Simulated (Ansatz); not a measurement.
# AlBClF2H3O: the cost of one run

Program: Ansatz 0.2.0. Level of theory: RKS PBE/cc-pVDZ. These are calculated values, not measurements.

## (1) Starting point

Bond lengths: B1–Cl2 2.210 Å, B1–F3 1.320 Å, B1–F4 1.320 Å, B1–O5 1.710 Å, O5–Al6 1.780 Å, Al6–H7 1.560 Å, Al6–H8 1.560 Å, Cl2–H9 1.346 Å, O5–H9 1.148 Å. Angles: B1–Cl2–H9 63.4°, Cl2–B1–F3 120.0°, Cl2–B1–F4 120.0°, Cl2–B1–O5 71.6°, F3–B1–F4 120.0°, F3–B1–O5 97.0°, F4–B1–O5 101.2°, B1–O5–Al6 125.0°, B1–O5–H9 87.0°, Al6–O5–H9 133.2°, O5–Al6–H7 120.0°, O5–Al6–H8 120.0°, H7–Al6–H8 120.0°, Cl2–H9–O5 137.9°.

Coordinates:

```xyz
9

B     0.0000    0.0000    0.0000
Cl    0.0000    0.0000    2.2100
F     1.1431    0.0000   -0.6600
F    -1.1431    0.0000   -0.6600
O     0.0715   -1.6212    0.5392
Al   -0.7444   -2.9950   -0.2453
H     0.0056   -4.3518   -0.4190
H    -2.2093   -2.8421   -0.7592
H     0.0530   -1.2026    1.6085
```

## (2) Pulling towards end A

Springs on the bonds that form and break draw the guess towards this end; the thresholds are loose.

input.yaml reads:

```yaml
crystal:
  periodic: [false, false, false]
  atoms:
    - { symbol: B, position_ang: [0.0, 0.0, 0.0] }
    - { symbol: Cl, position_ang: [0.0, 0.0, 2.21] }
    - { symbol: F, position_ang: [1.1431, 0.0, -0.66] }
    - { symbol: F, position_ang: [-1.1431, 0.0, -0.66] }
    - { symbol: O, position_ang: [0.0715, -1.6212, 0.5392] }
    - { symbol: Al, position_ang: [-0.7444, -2.995, -0.2453] }
    - { symbol: H, position_ang: [0.0056, -4.3518, -0.419] }
    - { symbol: H, position_ang: [-2.2093, -2.8421, -0.7592] }
    - { symbol: H, position_ang: [0.053, -1.2026, 1.6085] }
basis:
  gaussian: { orbitals: cc-pVDZ }
hamiltonian:
  xc: pbe
relax:
  f_tol: 0.15
  max_steps: 25
  restrain:
    - { distance: [0, 4], at: 2.61, k: 30.0 }
    - { distance: [8, 1], at: 2.57, k: 30.0 }
    - { distance: [0, 1], at: 1.86, k: 30.0 }
    - { distance: [8, 4], at: 1.01, k: 30.0 }
```

Command:

```
ansatz run input.yaml --threads 2 --pin off --max-ram 3072MiB --backend cpu --events-out ev --progress --plain --runs-dir out
```

**Question.** How long does this run take on 2 threads of Intel Xeon at 2.60GHz (Ice Lake), shared host, and how much memory does it need?

About 57 s, with a peak of 0.2 GiB.
